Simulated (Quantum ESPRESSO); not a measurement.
## HfB under changes of volume

One of the cells (12.326 Å³/atom); the others are scaled copies at fixed shape and fractional positions:

```
Hf B
1.0
     0.00000    2.31000    2.31000
     2.31000    0.00000    2.31000
     2.31000    2.31000    0.00000
Hf B
1 1
Direct
  0.50000 0.50000 0.50000
  0.00000 0.00000 0.00000
```

- Program: Quantum ESPRESSO 7.5
- Functional: PBE
- Dispersion: D3(BJ)
- Potentials or basis: PseudoDojo 0.4.1 SR PBE standard
- Cutoff: 1034 eV
- Density cutoff: 4136 eV
- k mesh: 10 × 10 × 10
- Occupations: fermi-dirac, width 0.05 eV
- Spin: no spin polarisation

```tsv
volume (Å³/atom)	energy over the lowest point (meV/atom)	pressure (GPa)
11.587	246.91	44.8
11.833	183.42	38.0
12.080	129.94	31.8
12.326	85.62	26.1
12.573	49.67	20.9
12.819	?	?
13.066	0.00	11.8
```

What does the run at 12.819 Å³/atom give?

Energy over the lowest point 21.35 meV/atom; pressure 16.2 GPa.

Worked out: A Birch-Murnaghan fit of order 3 (a polynomial in V^(-2/3)) to the other rows has no minimum within the range. It gives 21.40 meV/atom at 12.819 Å³/atom, against the run's 21.35, and -dE/dV = 16.1 GPa, against 16.2.

Energies are extrapolated to zero smearing.

Caveats: pairwise dispersion overbinds metals, which lowers pressure and volume.
